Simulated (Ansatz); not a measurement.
# Ta: the cost of one run

Computed with Ansatz 0.2.0 (DFT PBEsol, scalar-relativistic, unless a step's input says otherwise).

### Step 1. Starting point

It takes space group Im-3m (No. 229, cubic). Conventional cell: a = 3.303 Å, b = 3.303 Å, c = 3.303 Å, α = 90.00°, β = 90.00°, γ = 90.00°. Around Ta (site symmetry m-3m) lie 8 Ta at 2.86 Å.

Structure file:

```cif
data_structure
_symmetry_space_group_name_H-M 'P 1'
_symmetry_Int_Tables_number 1
_cell_length_a 2.8601
_cell_length_b 2.8601
_cell_length_c 2.8601
_cell_angle_alpha 109.471
_cell_angle_beta 109.471
_cell_angle_gamma 109.471
_cell_volume 18.01
loop_
_atom_site_label
_atom_site_type_symbol
_atom_site_fract_x
_atom_site_fract_y
_atom_site_fract_z
_atom_site_occupancy
Ta1 Ta 0.00000 0.00000 0.00000 1
```

### Step 2. After the deformation

Space group Im-3m before, I4/mmm after.

### Step 3. All-electron LAPW

Input file input.yaml:

```yaml
crystal:
  lattice:
    - [-1.7008184, 1.7008184, 1.65128]
    - [1.7008184, -1.7008184, 1.65128]
    - [1.7008184, 1.7008184, -1.65128]
  atoms:
    - { symbol: Ta, position: [0.0, 0.0, 0.0] }
kpoints:
  mp_grid: { grid: [17, 17, 17] }
  band_path:
    path:
      - [0.0, 0.0, 0.0]
      - [0.0, 0.0, 0.5]
      - [-0.5, 0.5, 0.5]
      - [0.0, 0.0, 0.0]
      - [0.4856489773, 0.4856489773, -0.4856489773]
      - [-0.4856489773, 0.5143510227, 0.4856489773]
      - [-0.5, 0.5, 0.5]
      - [0.0, 0.0, 0.5]
      - [0.25, 0.25, 0.25]
    npoints: 5
scf:
  occupations: { method: fermi_dirac, width: 0.08 }
hamiltonian:
  xc: pbesol
  pseudopotentials: { kind: all_electron, lapw: { basis_error: 0.0005 } }
output:
  forces: true
  stress: true
  eigenvalues: true
```

Command:

```console
ansatz run input.yaml --threads 1 --pin off --max-ram 3072MiB --backend cpu --events-out ev --progress --plain --runs-dir out
```

**Question.** How long does this run take on 1 thread of Arm Neoverse V1, shared host, and how much memory does it need?

About 55 s, with a peak of 0.64 GiB.
